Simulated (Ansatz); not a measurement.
# H3HfIO3: small, medium and large basis sets

One table from this session's results is given with a row withheld; the runs are named, their logs left out.

Program: Ansatz 0.2.0, Gaussian basis. Level of theory: one geometry, several basis sets. These are calculated values, not measurements.

The runs, in order: PBE0-D4/def2-SVP; ωB97M-V/def2-SVP; PBE0-D4/def2-QZVPP; ωB97M-V/def2-QZVPP; the functionals' def2-TZVPP values are taken from earlier runs.

## The relaxed structure

An earlier PBE0-D4 in a triple-zeta def2 set relaxation fixed the geometry. Hf, I take the def2 core potential; no spin-orbit term is included.

SMILES `[OH][Hf]([OH])([OH])[I]`, 8 atoms, charge 0, spin multiplicity 1.

Atoms are counted from 1 here; the program's logs count them from 0.

Bond lengths: O1–Hf2 1.912 Å, O1–H6 0.952 Å, Hf2–O3 1.912 Å, Hf2–O4 1.912 Å, Hf2–I5 2.759 Å, O3–H7 0.952 Å, O4–H8 0.952 Å. Angles: Hf2–O1–H6 159.9°, O1–Hf2–O3 109.9°, O1–Hf2–O4 109.9°, O1–Hf2–I5 109.0°, O3–Hf2–O4 109.9°, O3–Hf2–I5 109.0°, O4–Hf2–I5 109.0°, Hf2–O3–H7 159.9°, Hf2–O4–H8 159.9°.

Set-up of the first run:

Contents of in.yaml:

```yaml
crystal:
  periodic: [false, false, false]
  atoms:
    - {symbol: O, position_ang: [-1.096967, 1.131186, 0.951729]}
    - {symbol: Hf, position_ang: [0.045041, 0.150345, -0.227008]}
    - {symbol: O, position_ang: [1.717979, -0.201754, 0.629044]}
    - {symbol: O, position_ang: [-0.791245, -1.495118, -0.725720]}
    - {symbol: I, position_ang: [0.496306, 1.652466, -2.496796]}
    - {symbol: H, position_ang: [-1.868172, 1.369407, 1.455924]}
    - {symbol: H, position_ang: [2.410683, -0.178475, 1.281233]}
    - {symbol: H, position_ang: [-0.913634, -2.428066, -0.868407]}
basis:
  gaussian: {orbitals: def2-SVP}
hamiltonian: {xc: pbe0, dispersion: d4}
output: {orbitals: {seedname: orbitals}}
```

Launch:

```console
$ ansatz run in.yaml --threads 4 --pin off --events-out ev --progress --plain --max-ram 10444MiB
```

Among the steps run: PBE0-D4 in def2-SVP; ωB97M-V in def2-SVP; PBE0-D4 in def2-QZVPP; ωB97M-V in def2-QZVPP.

One table of the session follows, with a row left open; its other results are not shown here.

It belongs to the step «Density functionals: the series». 

```
functional       basis  HOMO (eV)
   PBE0-D4    def2-SVP          ?
   PBE0-D4  def2-TZVPP      -7.27
   PBE0-D4  def2-QZVPP      -7.30
   ωB97M-V    def2-SVP      -9.23
   ωB97M-V  def2-TZVPP      -9.36
   ωB97M-V  def2-QZVPP      -9.40
```

Q: Estimate the row for PBE0-D4, def2-SVP from the others.

**Answer.** HOMO (eV): -7.16. In the column «HOMO (eV)» it is the highest.
